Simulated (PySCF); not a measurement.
# HF/3-21G run of BrF (bromine fluoride)

What is the energy change on altering one bond length of BrF (bromine fluoride) at HF/3-21G? Input form: a Python script.

The results are computed with PySCF 2.14.0.

7 further runs of the same task are left out: 7 set aside as unsound or not needed.

## Step 1: The structure to begin with

BrF has 2 atoms, charge 0, and is taken as a singlet. SMILES: `FBr`. The coordinates come from a GFN2-xTB relaxation.

Bond lengths: F1–Br2 1.800 Å.

## Step 2: The energy at HF/3-21G

job.py

```python
from pyscf import gto

mol = gto.M(
    atom='F 0.000000 0.000000 0.000000; Br 0.000000 0.000000 1.799940',
    spin=0,
    verbose=4,
    basis='3-21g',
    max_memory=1860,
)

mf = mol.RHF()
mf.conv_tol = 1e-10
mf.kernel()
if not mf.converged:
    mf = mf.newton().run(mf.mo_coeff, mf.mo_occ)

etot = mf.e_tot
print('Final energy', etot)
```

Run with:

```console
$ OMP_NUM_THREADS=1 python job.py
```

Output:

```text
PySCF version 2.14.0

[INPUT] num. atoms = 2
[INPUT] num. electrons = 44
[INPUT] charge = 0
[INPUT] spin (= nelec alpha-beta = 2S) = 0
[INPUT] symmetry False subgroup None
[INPUT] Mole.unit = angstrom
[INPUT] Symbol           X                Y                Z      unit          X                Y                Z       unit  Magmom
[INPUT]  1 F      0.000000000000   0.000000000000   0.000000000000 AA    0.000000000000   0.000000000000   0.000000000000 Bohr   0.0
[INPUT]  2 Br     0.000000000000   0.000000000000   1.799940000000 AA    0.000000000000   0.000000000000   3.401393640650 Bohr   0.0

nuclear repulsion = 92.6090988809627
number of shells = 15
number of NR pGTOs = 69
number of NR cGTOs = 31
basis = 3-21g
ecp = {}

******** <class 'pyscf.scf.hf.RHF'> ********
method = RHF
initial guess = minao
damping factor = 0
level_shift factor = 0
DIIS = <class 'pyscf.scf.diis.CDIIS'>
diis_start_cycle = 1
diis_space = 8
diis_damp = 0
SCF conv_tol = 1e-10
SCF conv_tol_grad = None
SCF max_cycles = 50
direct_scf = True
direct_scf_tol = 1e-13
Set gradient conv threshold to 1e-05
Initial guess from minao.
init E= -2655.97783540497
  HOMO = -0.393140357077747  LUMO = -0.185702372363817  gap/eV = 5.64468
cycle= 1 E= -2658.86031938565  delta_E= -2.88  |g|= 0.316  |ddm|= 1.55
  HOMO = -0.446376083845634  LUMO = 0.064779100383674  gap/eV = 13.90924
cycle= 2 E= -2658.87514573245  delta_E= -0.0148  |g|= 0.188  |ddm|= 0.296
  HOMO = -0.44241881724853  LUMO = 0.0584430787612118  gap/eV = 13.62915
cycle= 3 E= -2658.87952185836  delta_E= -0.00438  |g|= 0.023  |ddm|= 0.0949
  HOMO = -0.439347781123928  LUMO = 0.0640257748618032  gap/eV = 13.69749
cycle= 4 E= -2658.87975993036  delta_E= -0.000238  |g|= 0.00869  |ddm|= 0.0304
  HOMO = -0.439478410167694  LUMO = 0.0628987185428298  gap/eV = 13.67038
cycle= 5 E= -2658.8797789711  delta_E= -1.9e-05  |g|= 0.00128  |ddm|= 0.00905
  HOMO = -0.439174048985232  LUMO = 0.0630480555430926  gap/eV = 13.66616
cycle= 6 E= -2658.879779383  delta_E= -4.12e-07  |g|= 0.000107  |ddm|= 0.00155
  HOMO = -0.439212702519137  LUMO = 0.0630005952532438  gap/eV = 13.66592
cycle= 7 E= -2658.87977938725  delta_E= -4.25e-09  |g|= 9.16e-06  |ddm|= 0.000147
  HOMO = -0.439211445616678  LUMO = 0.0630008138212359  gap/eV = 13.66589
cycle= 8 E= -2658.87977938727  delta_E= -1.82e-11  |g|= 6.19e-07  |ddm|= 1.01e-05
  HOMO = -0.439211531933262  LUMO = 0.0630009181954265  gap/eV = 13.66590
Extra cycle  E= -2658.87977938727  delta_E= 9.09e-13  |g|= 2.39e-07  |ddm|= 5.94e-07
converged SCF energy = -2658.87977938727
Final energy -2658.879779387271
```

Wall time 0.46 s (1 thread of Intel Xeon 6975P-C (Granite Rapids), shared host); peak memory 0.12 GiB.

## Step 3: The distorted shape

input.py

```python
from pyscf import gto

mol = gto.M(
    atom='''
F      0.000000     0.000000    -1.700678
Br     0.000000     0.000000     3.401394
''',
    verbose=3,
    spin=0,
    unit='bohr',
    charge=0,
    max_memory=1860,
    basis='3-21g',
)

mf = mol.RHF()
mf.conv_tol = 1e-10
mf.kernel()
if not mf.converged:
    mf = mf.newton().run(mf.mo_coeff, mf.mo_occ)

e_final = mf.e_tot
print('Final energy', e_final)
```

Run with:

```console
$ OMP_NUM_THREADS=1 python input.py
```

Output:

```text
converged SCF energy = -2658.73697055373
Final energy -2658.73697055373
```

Wall time 0.48 s (1 thread of Intel Xeon 6975P-C (Granite Rapids), shared host); peak memory 0.12 GiB.

## Step 4: Outcome

At HF/3-21G:

| quantity | value |
| --- | --- |
| first shape: total energy | -2658.87978 Eh |
| first shape: dipole moment | 1.95 D |
| first shape: HOMO energy | -11.95 eV |
| first shape: LUMO energy | 1.71 eV |
| first shape: HOMO–LUMO gap | 13.67 eV |
| distorted shape: total energy | -2658.73697 Eh |
| distorted shape: dipole moment | 2.54 D |
| distorted shape: HOMO energy | -12.15 eV |
| distorted shape: LUMO energy | -3.58 eV |
| distorted shape: HOMO–LUMO gap | 8.57 eV |
| energy change with the F1–Br2 bond stretched from 1.800 to 2.700 Å | 3.886 eV |

In words: One bond (distorted shape) is far stretched, which a spin-restricted single reference describes badly; a broken-symmetry solution may lie lower. With the F1–Br2 bond stretched from 1.800 to 2.700 Å the energy rises by 3.89 eV (375 kJ/mol). The first shape isn't relaxed at this level, so the change isn't measured from a minimum. A restricted reference can't describe the breaking bond well at this length.
